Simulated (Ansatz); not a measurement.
# Zr5N: the cost of one run

Program: Ansatz 0.2.0. Level of theory: DFT PBE, scalar-relativistic, plane waves, PAW. These are calculated values, not measurements.

### 1 The starting structure

The structure is cubic, space group F-43m (No. 216). Conventional cell: a = 7.253 Å, b = 7.253 Å, c = 7.253 Å, α = 90.00°, β = 90.00°, γ = 90.00°. Zr (site symmetry 3m) has 9 Zr at 2.56 to 3.01 Å and 3 N at 3.01 Å as nearest neighbours. Zr (site symmetry -43m) is surrounded by 12 Zr at 3.01 Å and 4 N at 3.14 Å. N (site symmetry -43m) is surrounded by 16 Zr at 3.01 to 3.14 Å.

As a file:

```cif
data_structure
_symmetry_space_group_name_H-M 'F-43m'
_symmetry_Int_Tables_number 216
_cell_length_a 7.2532
_cell_length_b 7.2532
_cell_length_c 7.2532
_cell_angle_alpha 90.000
_cell_angle_beta 90.000
_cell_angle_gamma 90.000
_cell_volume 381.58
loop_
_atom_site_label
_atom_site_type_symbol
_atom_site_symmetry_multiplicity
_atom_site_Wyckoff_symbol
_atom_site_fract_x
_atom_site_fract_y
_atom_site_fract_z
_atom_site_occupancy
Zr1 Zr 16 e 0.37525 0.12475 0.12475 1
Zr2 Zr 4 d 0.25000 0.25000 0.75000 1
N1 N 4 a 0.00000 0.00000 0.00000 1
```

Recipe of the guess: species swapped into a database cell of Be5Au (F-43m, No. 216), with Zr on the Be sites and N on the Au sites. Its size is a rough estimate.

### 2 A first look at the guess

File input.yaml:

```yaml
crystal:
  lattice:
    - [0.0, 3.62659832, 3.62659832]
    - [3.62659832, 0.0, 3.62659832]
    - [3.62659832, 3.62659832, 0.0]
  atoms:
    - { symbol: Zr, position: [0.62475203, 0.1257439, 0.62475203] }
    - { symbol: Zr, position: [0.25, 0.25, 0.25] }
    - { symbol: Zr, position: [0.1257439, 0.62475203, 0.62475203] }
    - { symbol: Zr, position: [0.62475203, 0.62475203, 0.62475203] }
    - { symbol: Zr, position: [0.62475203, 0.62475203, 0.1257439] }
    - { symbol: "N", position: [0.0, 0.0, 0.0] }
basis:
  ecutwfc: 420
kpoints:
  mp_grid: { grid: [4, 4, 4] }
hamiltonian:
  xc: pbe
scf:
  occupations: { method: gaussian, width: 0.1 }
  lower_state_search: "off"
output:
  forces: true
  stress: true
  eigenvalues: true
```

Started as:

```sh
$ ansatz run input.yaml --threads 1 --pin off --max-ram 2560MiB --backend cpu --events-out ev --progress --plain --runs-dir out
```

**Question.** How long does this run take on 1 thread of Intel Xeon Platinum 8375C at 2.90GHz (Ice Lake), shared host, and how much memory does it need?

About 2.2 s, with a peak of 0.38 GiB.
